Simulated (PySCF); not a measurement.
# F7V2 ([F3V(mu-F)VF3]-): the cost of one run

Programs: PySCF 2.14.0, with routines of our own; each step states its level. All values are computed. Atoms count from 0.

## 1. The starting structure

9 atoms, charge -1, high-spin multiplicity 5; geometry from: idealised, bond lengths from ionic radii.

The system (corner-sharing dimer): [F3V(mu-F)VF3]-. The metals (V(III), V(III)) are 3.65 Å apart; the bridge angle is 174°; the spin sites are atom 0 (2 unpaired) and atom 1 (2 unpaired).

## 2. Magnetic exchange: PBE0/def2-SVP

Job settings and geometry (Å):

```
{"job": {"kind": "bs", "xc": "PBE0", "basis": "def2-SVP", "grid": 1}, "charge": -1, "high_spin_multiplicity": 5, "spin_sites": [[[0], 2], [[1], 2]]}
V     -1.827100     0.011500    -0.000000
V      1.827100     0.011500    -0.000000
F     -0.000000     0.115300    -0.000000
F     -2.435500    -0.023000     1.725700
F     -2.520200     1.469000    -0.862900
F     -2.350700    -1.515100    -0.862800
F      2.366300    -1.241300     1.220200
F      2.410100    -0.469000    -1.666900
F      2.530000     1.641200     0.446700
```

With the program's defaults for keys left out, this is: PBE0/def2-SVP high-spin and broken-symmetry single points, gas phase.

Run with:

```console
$ OMP_NUM_THREADS=1 python exch_run.py task.json out
```

One launch serves the whole session: the jobs run in the order shown.

Q: Estimate the wall time and peak memory of this first job on 1 thread of Intel Xeon Platinum 8488C, shared host.

About 31 s, with a peak of 0.56 GiB.
